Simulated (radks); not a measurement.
**Ti⁺ in [Ar] 4s1 4f2: an all-electron calculation**

Aim: the levels, the sizes of the orbitals and the parts of the energy of the titanium ion Ti+.

The numbers are computed with radks (a radial shooting solver on a logarithmic mesh, Libxc functionals) version 1 (scalar-relativistic Kohn-Sham, SCAN, spin-unpolarised, spherical densities, finite nucleus), except any that are marked as measured or tabulated.

### 1 The system

```
element            : titanium (Z = 22)
charge             : +1
electrons          : 21
configuration      : [Ar] 4s1 4f2
nuclear rms radius : 3.5921 fm
```

Outer shells as boxes (Hund's rule):

Ti⁺
```
[Ar] core
4s [↑ ]
4f [↑ ][↑ ][  ][  ][  ][  ][  ]
```

### 2 Self-consistent calculation

The run's settings:

```text
Z 22
configuration [Ar] 4s1 4f2
relativity scalar-relativistic
functional scan,scan
spin unpolarised
nucleus finite rms 3.5921 fm
c 137.035999084
```

Launch:

```sh
$ python run_ks.py task.json out
```

The same process makes all the runs of this session.

What does the calculation give?

As calculated:

```
                        quantity                value
                    total energy   -852.20312 hartree
exchange-correlation share of it               4.83 %
                            −T/E               1.0085
          highest occupied level        4f, -3.024 eV
    most extended occupied level  4f, <r> = 6.45 bohr
 radius at density 0.001 e/bohr³            5.31 bohr
    maxima of the radial density                    3
```

**Reading.** 4 principal shells are occupied and 3 maxima appear in the radial density; where shells overlap, one shows as a shoulder or not at all. −T/E is 1.009: with relativity the kinetic term as defined here no longer equals −E. This is not the tabulated ground configuration, so its levels and sizes aren't those of the ground state, and no measured value stands beside it.
